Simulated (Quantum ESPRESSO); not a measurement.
BeAl3 under changes of volume

One of the cells (14.530 Å³/atom); the others are scaled copies at fixed shape and fractional positions:

```
Al Be
1.0
    -1.94219    1.94219    3.85189
     1.94219   -1.94219    3.85189
     1.94219    1.94219   -3.85189
Al Be
3 1
Direct
  0.50000 0.50000 0.00000
  0.25000 0.75000 0.50000
  0.75000 0.25000 0.50000
  0.00000 0.00000 0.00000
```

The cell comes from a database or a generator and needn't be the stable form of this composition.

- Program: Quantum ESPRESSO 7.5
- Functional: PBE
- Potentials or basis: SSSP 1.3 efficiency PBE
- Cutoff: 748 eV
- Density cutoff: 5987 eV
- k mesh: 10 × 10 × 10
- Occupations: fermi-dirac, width 0.05 eV
- Spin: no spin polarisation

```csv
volume (Å³/atom),energy over the lowest point (meV/atom),pressure (GPa)
13.658,?,?
13.949,9.61,4.8
14.239,2.96,2.6
14.530,0.00,0.7
14.820,0.38,-1.1
15.111,3.77,-2.6
15.402,9.88,-4.1
```

What does the run at 13.658 Å³/atom give?

Energy over the lowest point 20.35 meV/atom; pressure 7.1 GPa.

Worked out: A Birch-Murnaghan fit of order 3 (a polynomial in V^(-2/3)) to the other rows has its minimum at 14.64 Å³/atom with B0 = V·E''(V) = 89 GPa and B' = 4.3 at fixed shape and positions, which overstates the stiffness. It gives 20.41 meV/atom at 13.658 Å³/atom, against the run's 20.35, and -dE/dV = 7.2 GPa, against 7.1.

Energies are extrapolated to zero smearing.
